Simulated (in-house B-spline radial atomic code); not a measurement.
# Pb⁴⁺: ionisation energy by several methods

How far do functionals differ on the ionisation energy of Pb⁴⁺? Each run solves Pb⁴⁺ and then the next ion ([Xe] 4f14 5d9).

The numbers are computed with in-house B-spline radial atomic code version 1 (scalar-relativistic (X2C), several functionals, spin-polarised; spherical all-electron atom at the radial basis limit), except any that are marked as measured or tabulated.

## Step 1: The system

| Property | Result |
| --- | --- |
| element | lead (Z = 82) |
| charge | +4 |
| electrons | 78 |
| configuration | [Xe] 4f14 5d10 |
| nucleus | Fermi, rms radius 5.501 fm |

Outer shells as boxes (Hund's rule):

[Xe] 4f14 5d10
```
[Xe] core
4f [↑↓][↑↓][↑↓][↑↓][↑↓][↑↓][↑↓]
5d [↑↓][↑↓][↑↓][↑↓][↑↓]
```

Where spins are not typed, each open shell is filled with up spins first.

## Step 2: TPSS

Settings of the run:

```ini
Z = 82
electrons = 78.0
configuration = [Xe] 4f14 5d10
hamiltonian = x2c
method = tpss,tpss
spin_polarised = True
nucleus = fermi
rms_radius = 5.5012
mass_number = 208
atomic_mass = 207.976652005
speed_of_light = 137.035999084
```

## Step 3: PBEsol

Changes to the settings of step 2:

```diff
@@ -4,3 +4,3 @@
 hamiltonian = x2c
-method = tpss,tpss
+method = pbesol
 spin_polarised = True
```

## Step 4: RPBE

Changes to the settings of step 3:

```diff
@@ -4,3 +4,3 @@
 hamiltonian = x2c
-method = pbesol
+method = rpbe,pbe
 spin_polarised = True
```

## Step 5: SCAN

Changes to the settings of step 4:

```diff
@@ -4,3 +4,3 @@
 hamiltonian = x2c
-method = rpbe,pbe
+method = scan,scan
 spin_polarised = True
```

## Step 6: revTPSS

Changes to the settings of step 5:

```diff
@@ -4,3 +4,3 @@
 hamiltonian = x2c
-method = scan,scan
+method = revtpss,revtpss
 spin_polarised = True
```

Q: The tabulated ionisation energy is 68.8 ± 0.5 eV (semi-empirical; NIST Atomic Spectra Database). What does each method give, and which comes nearest?

**Answer**, as computed:

| method | rung | total energy (hartree) | ΔSCF (eV) | −ε highest (eV) | ΔSCF less tabulated (eV) |
| --- | --- | --- | --- | --- | --- |
| PBEsol | GGA | -20876.6440 | 69.535 | 61.605 (5d up) | +0.735 |
| RPBE | GGA | -20883.5109 | 69.438 | 61.513 (5d up) | +0.638 |
| TPSS | meta-GGA | -20881.9431 | 69.508 | 61.594 (5d up) | +0.708 |
| SCAN | meta-GGA | -20883.6161 | 69.873 | 62.019 (5d up) | +1.073 |
| revTPSS | meta-GGA | -20880.0556 | 69.500 | 61.580 (5d up) | +0.700 |

What this shows: Tables give 68.8 ± 0.5 eV (semi-empirical; NIST Atomic Spectra Database) for the ionisation energy. RPBE misses by +0.638 eV, the least, and SCAN by +1.073 eV (1.6 %), the most. Relativistic terms that these runs lack can be as large as the gaps between close methods, so the nearest may be so by luck. Spin-orbit coupling is left out. Open shells are averaged (over orientations, and over spins where the run is restricted), while tables refer to the lowest levels. For the semilocal functionals minus the highest level recovers only 89 % of their own ΔSCF value, a mark of self-interaction.
